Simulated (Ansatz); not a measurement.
# CHClNSi with multiplicity 2: shift of H5 from Si3 to C2, part 2 of 2

How high is the barrier for the shift of H5 from Si3 to C2? Relax the two ends, then run a nudged elastic band between them. SMILES of the start: N#C[SiH]Cl.

Ansatz 0.2.0; UKS PBE0/def2-SVP. Earlier steps stand in the parts before.

## (9) Frames and traces

One step in 8; energies are changes from step 0:

```csv
time (fs),T (K),potential energy change (meV/atom),total energy change (meV/atom),H5–Si3 (Å),H5–C2 (Å)
0.0,300,0.0,0.00,1.68,1.50
4.0,262,2.9,0.01,1.67,1.51
8.0,222,6.1,0.01,1.66,1.53
12.0,267,2.6,0.06,1.64,1.60
16.0,1146,-65.5,0.14,1.58,1.80
20.0,3492,-247.8,-0.20,1.52,2.23
24.0,4429,-320.5,-0.31,1.62,2.81
28.0,3170,-222.6,-0.07,1.74,3.25
32.0,2216,-148.6,0.01,1.68,3.36
36.0,2219,-149.0,-0.12,1.44,3.18
40.0,3330,-235.3,-0.34,1.42,3.08
44.0,3605,-256.4,-0.12,1.72,3.14
48.0,3383,-239.1,-0.03,1.82,2.99
52.0,4223,-304.6,-0.36,1.64,2.56
56.0,2940,-204.7,0.09,1.42,2.11
60.0,2199,-147.4,-0.10,1.53,2.08
64.0,2268,-152.6,0.03,1.67,2.34
68.0,3271,-230.6,-0.19,1.56,2.59
72.0,3407,-240.9,0.04,1.41,2.82
76.0,3191,-224.5,-0.23,1.55,3.16
80.0,1926,-126.0,0.06,1.69,3.37
84.0,1969,-129.5,-0.11,1.58,3.24
88.0,1758,-112.9,0.18,1.37,2.93
92.0,2619,-180.1,-0.27,1.51,2.83
96.0,2615,-179.5,0.00,1.69,2.75
100.0,3189,-224.2,-0.17,1.60,2.48
```

time (fs), T (K) and a bar:
```
      0.0        300 #
      4.5        256 
      8.5        219 
     13.0        352 #
     17.5       1945 #############
     21.5       4187 ##############################
     26.0       3901 ############################
     30.5       2443 #################
     35.0       2232 ###############
     39.0       2739 ###################
     43.5       3706 ##########################
     48.0       3383 ########################
     52.0       4223 ##############################
     56.5       2699 ###################
     61.0       2168 ###############
     65.0       2447 #################
     69.5       3510 #########################
     74.0       3456 ########################
     78.5       2327 ################
     82.5       1801 ############
     87.0       1884 ############
     91.5       2553 #################
     95.5       2596 ##################
    100.0       3189 ######################
```

The last frame stands with the bonds of end A.

## (10) A trajectory let go at the top

It starts at the highest inner image of the first converged band: 200 steps of 0.5 fs at constant energy, with velocities drawn for 100 K.

Contents of input.yaml:

```yaml
crystal:
  periodic: [false, false, false]
  atoms:
    - { symbol: "N", position_ang: [-1.306757, 0.420206, -1.438733] }
    - { symbol: C, position_ang: [-0.642533, -0.014066, -0.554834] }
    - { symbol: Si, position_ang: [0.17247, -0.619786, 1.049429] }
    - { symbol: Cl, position_ang: [2.131017, -0.783024, 0.3324] }
    - { symbol: H, position_ang: [-0.304296, 0.922968, 0.570238] }
magnetization:
  spin_polarized: true
  initial_magnetization: 1
basis:
  gaussian: { orbitals: def2-SVP }
hamiltonian:
  xc: pbe0
md:
  timestep: 0.5
  n_steps: 200
  ensemble: nve
  temperature: 100.0
  initial_velocities: maxwell_boltzmann
  seed: 4517
```

Command:

```bash
ansatz run input.yaml --threads 2 --pin off --max-ram 3072MiB --backend cpu --events-out ev --progress --plain --runs-dir out
```

Standard output, cut to the lines that bear on the results:

```text
Warning: RAYON_NUM_THREADS=2 ignored (pool sized by the plan → 2); use --threads N
[...]
Functional definition: PBE0
[...]
727 factors; integrals over basis functions are off by at most 2.6e-4 eV
[...]
mean field -22922.04534547 eV, -842.3696293255 hartree, gradient 4.6e-5 eV, S^2 0.780156; 2 other end points of the search recorded, 0 dependent functions left out
[...]
reference -22922.04536436 eV, -842.3696300198 hartree; 23, 22 occupied and 46, 47 virtual orbitals, 727 factors
md step     0: t =     0.00 fs  T =   100.0 K  F+E_penalty+E_count = -22922.04534547 eV  E_kin = 0.038778 eV  conserved = -22922.00656747 eV  (55 SCF iters)
[...]
md step    24: t =    12.00 fs  T =   294.2 K  F+E_penalty+E_count = -22922.12058345 eV  E_kin = 0.114097 eV  conserved = -22922.00648604 eV  (36 SCF iters)
[...]
md step    48: t =    24.00 fs  T =   547.3 K  F+E_penalty+E_count = -22922.21864828 eV  E_kin = 0.212247 eV  conserved = -22922.00640116 eV  (39 SCF iters)
[...]
md step    72: t =    36.00 fs  T =  1054.5 K  F+E_penalty+E_count = -22922.41587145 eV  E_kin = 0.408922 eV  conserved = -22922.00694962 eV  (45 SCF iters)
[...]
md step    96: t =    48.00 fs  T =  1505.2 K  F+E_penalty+E_count = -22922.59102663 eV  E_kin = 0.583684 eV  conserved = -22922.00734248 eV  (50 SCF iters)
md step    97: t =    48.50 fs  T =  1462.8 K  F+E_penalty+E_count = -22922.57423743 eV  E_kin = 0.567240 eV  conserved = -22922.00699704 eV  (50 SCF iters)
```

## (11) The output, continued: dynamics from the highest image of the converged band

Output, continued, cut to the lines that bear on the results:

```text
md step    98: t =    49.00 fs  T =  1413.5 K  F+E_penalty+E_count = -22922.55483715 eV  E_kin = 0.548142 eV  conserved = -22922.00669515 eV  (50 SCF iters)
[...]
md step   123: t =    61.50 fs  T =  1504.0 K  F+E_penalty+E_count = -22922.58949572 eV  E_kin = 0.583219 eV  conserved = -22922.00627721 eV  (45 SCF iters)
[...]
md step   148: t =    74.00 fs  T =  1921.5 K  F+E_penalty+E_count = -22922.75144036 eV  E_kin = 0.745138 eV  conserved = -22922.00630242 eV  (40 SCF iters)
[...]
md step   173: t =    86.50 fs  T =  2109.6 K  F+E_penalty+E_count = -22922.82604167 eV  E_kin = 0.818078 eV  conserved = -22922.00796334 eV  (45 SCF iters)
[...]
md step   198: t =    99.00 fs  T =   879.1 K  F+E_penalty+E_count = -22922.34740831 eV  E_kin = 0.340896 eV  conserved = -22922.00651194 eV  (44 SCF iters)
md step   199: t =    99.50 fs  T =   907.1 K  F+E_penalty+E_count = -22922.35752564 eV  E_kin = 0.351758 eV  conserved = -22922.00576788 eV  (43 SCF iters)
[...]
md step   200: t =   100.00 fs  T =   990.0 K  F+E_penalty+E_count = -22922.38942707 eV  E_kin = 0.383912 eV  conserved = -22922.00551552 eV  (65 SCF iters)
Total energy: -22922.38944803 eV, -842.3822748617 hartree
Atom 0 at    -0.924683    -0.252042    -0.719927 Å, force    -0.316123     1.365317    -2.183141 eV/Å
Atom 1 at    -0.332904     0.836182    -0.548507 Å, force    -1.436525    -2.803449     0.235897 eV/Å
Atom 2 at    -0.070938    -0.676883     0.724412 Å, force     2.014816    -1.400188     3.495627 eV/Å
Atom 3 at     2.074562    -0.780869     0.352764 Å, force    -0.492397     0.011087    -0.186173 eV/Å
Atom 4 at    -0.535673     1.648202    -1.154075 Å, force     0.230229     2.827233    -1.362209 eV/Å
Dipole moment:    -0.347306     0.411357    -0.273452 e Å
```

It took 3.9 min on 2 threads of AMD EPYC 9R14 (Zen 4), shared host; peak memory 0.19 GiB.

## (12) The trajectory

The trajectory, every 8 steps (energies from step 0):

```csv
time (fs),T (K),potential energy change (meV/atom),total energy change (meV/atom),H5–Si3 (Å),H5–C2 (Å)
0.0,100,0.0,0.00,1.68,1.50
4.0,87,1.0,0.01,1.72,1.50
8.0,120,-1.5,0.01,1.73,1.46
12.0,294,-15.0,0.02,1.75,1.35
16.0,526,-33.1,-0.08,1.82,1.17
20.0,623,-40.6,-0.08,2.00,1.14
24.0,547,-34.7,0.03,2.19,1.26
28.0,875,-60.2,-0.07,2.23,1.20
32.0,934,-64.6,0.09,2.19,1.08
36.0,1055,-74.1,-0.08,2.25,1.19
40.0,946,-65.6,0.02,2.32,1.20
44.0,1099,-77.4,0.10,2.41,1.06
48.0,1505,-109.1,-0.16,2.69,1.16
52.0,1436,-103.6,-0.02,2.90,1.20
56.0,1320,-94.5,0.12,2.92,1.05
60.0,1554,-112.9,-0.11,3.05,1.16
64.0,1810,-132.7,-0.06,3.04,1.17
68.0,1931,-141.8,0.15,2.86,1.04
72.0,1984,-146.1,0.01,2.87,1.17
76.0,2099,-155.3,-0.26,2.79,1.10
80.0,2156,-159.7,-0.24,2.78,1.06
84.0,1959,-144.1,0.07,2.93,1.19
88.0,1920,-141.3,-0.14,2.90,1.06
92.0,1273,-91.2,-0.20,3.02,1.13
96.0,664,-43.7,0.02,3.10,1.17
100.0,990,-68.8,0.21,3.03,1.03
```

time (fs), T (K) and a bar:
```
      0.0        100 
      4.5         86 
      8.5        131 #
     13.0        373 ####
     17.5        493 ######
     21.5        671 #########
     26.0        611 ########
     30.5        983 #############
     35.0       1130 ###############
     39.0        870 ############
     43.5       1108 ###############
     48.0       1505 #####################
     52.0       1436 ####################
     56.5       1282 ##################
     61.0       1511 #####################
     65.0       1984 ############################
     69.5       2122 ##############################
     74.0       1922 ###########################
     78.5       1916 ###########################
     82.5       2094 ##############################
     87.0       2089 ##############################
     91.5       1398 ###################
     95.5        621 ########
    100.0        990 #############
```

Bonds that form or break, judged by distance (formed within 1.15 times the sum of covalent radii and held on average over 12 fs, broken when stretched by half; pairs already stretched at the start don't count as bonds):

```csv
time (fs),bond,event
15.5,C2–H5,forms
82.5,N1–Si3,forms
```

The last frame stands with the bonds of end B.

## (13) Results

What follows sums up all 2 parts.

| quantity | value |
| --- | --- |
| end A | 5 moves, 0.232 eV lower |
| end B | 16 moves, 1.875 eV lower |
| barrier forwards | 2.02 eV |
| barrier backwards | 1.16 eV |
| second end relative to first | +0.858 eV |
| highest image | 3 of 0 to 6, climbing |
| band iterations | 16 |
| imaginary modes at the top | 1332i cm⁻¹ |
| trajectory at 300 K, after 100 fs | with the bonds of end A, at 3189 K |
| trajectory at 100 K, after 100 fs | with the bonds of end B, at 990 K |

Along this path the system climbs 2.02 eV from the first end (78 kT at 300 K); with a typical attempt rate of 10^13 per second that is roughly 10^-21 events a second. The second end lies 0.86 eV above the first, so the way back costs 1.16 eV. By distance, end A alone has Si3–H5 and end B alone has N1–Si3, C2–H5. One imaginary mode, as a first-order saddle point has. These are electronic energies, with no zero-point or thermal terms. Tunnelling, which matters where hydrogen moves, is missing too.
